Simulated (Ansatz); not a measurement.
# CH4O3SW: small, medium and large basis sets

The task here is to estimate one member of a computed series from the others.

Method: one geometry, several basis sets; program: Ansatz 0.2.0, Gaussian basis.

Plan: PBE0-D4/def2-SVP; ωB97M-V/def2-SVP; PBE0-D4/def2-QZVPP; ωB97M-V/def2-QZVPP; the functionals' def2-TZVPP values are taken from earlier runs.

1 further run of the same task is left out (for a known fault of the program). Runs told in other sessions of the task aren't counted.

### The relaxed structure

All runs share one geometry, relaxed beforehand with PBE0-D4 in a triple-zeta def2 set. W takes the def2 core potential; no spin-orbit term is included.

10 atoms, charge 0, spin multiplicity 1.

Atoms are counted from 1 here; the program's logs count them from 0.

Bond lengths: C1–O2 1.409 Å, C1–H7 1.092 Å, C1–H8 1.092 Å, C1–H9 1.093 Å, O2–W3 1.847 Å, W3–O4 1.701 Å, W3–O5 1.880 Å, W3–S6 2.140 Å, O5–H10 0.960 Å. Angles: O2–C1–H7 108.6°, O2–C1–H8 109.1°, O2–C1–H9 110.4°, H7–C1–H8 109.3°, H7–C1–H9 109.7°, H8–C1–H9 109.7°, C1–O2–W3 141.7°, O2–W3–O4 108.9°, O2–W3–O5 110.2°, O2–W3–S6 108.6°, O4–W3–O5 109.9°, O4–W3–S6 109.3°, O5–W3–S6 109.9°, W3–O5–H10 123.7°.

Set-up of the first run:

in.yaml reads:

```yaml
crystal:
  periodic: [false, false, false]
  atoms:
    - {symbol: C, position_ang: [-0.213531, -1.402799, 1.272402]}
    - {symbol: O, position_ang: [0.109947, -0.754940, 0.063513]}
    - {symbol: W, position_ang: [-0.135078, 0.837563, -0.838492]}
    - {symbol: O, position_ang: [-0.987721, 0.529398, -2.277185]}
    - {symbol: O, position_ang: [1.527089, 1.622551, -1.234683]}
    - {symbol: S, position_ang: [-1.284255, 2.152089, 0.398418]}
    - {symbol: H, position_ang: [0.700343, -1.819924, 1.700135]}
    - {symbol: H, position_ang: [-0.917406, -2.212009, 1.067180]}
    - {symbol: H, position_ang: [-0.659690, -0.695729, 1.975710]}
    - {symbol: H, position_ang: [1.860313, 1.743799, -2.126999]}
basis:
  gaussian: {orbitals: def2-SVP}
hamiltonian: {xc: pbe0, dispersion: d4}
output: {orbitals: {seedname: orbitals}}
```

Run with:

```console
> ansatz run in.yaml --threads 4 --pin off --events-out ev --progress --plain --max-ram 11315MiB
```

Steps of the session up to this table: PBE0-D4 in def2-SVP; ωB97M-V in def2-SVP; PBE0-D4 in def2-QZVPP; ωB97M-V in def2-QZVPP.

One of the session's tables, all rows but one given; the rest of the session is left out.

It belongs to the step «Density functionals: the series». 

| functional | basis | HOMO (eV) | LUMO (eV) |
| --- | --- | --- | --- |
| PBE0-D4 | def2-SVP | ? | ? |
| PBE0-D4 | def2-TZVPP | -7.43 | -2.00 |
| PBE0-D4 | def2-QZVPP | -7.46 | -2.04 |
| ωB97M-V | def2-SVP | -9.50 | 0.13 |
| ωB97M-V | def2-TZVPP | -9.55 | 0.05 |
| ωB97M-V | def2-QZVPP | -9.58 | -0.02 |

Q: Estimate the row for PBE0-D4, def2-SVP from the others.

The run gave: HOMO (eV): -7.42; LUMO (eV): -1.96. In the column «HOMO (eV)» it is the highest.
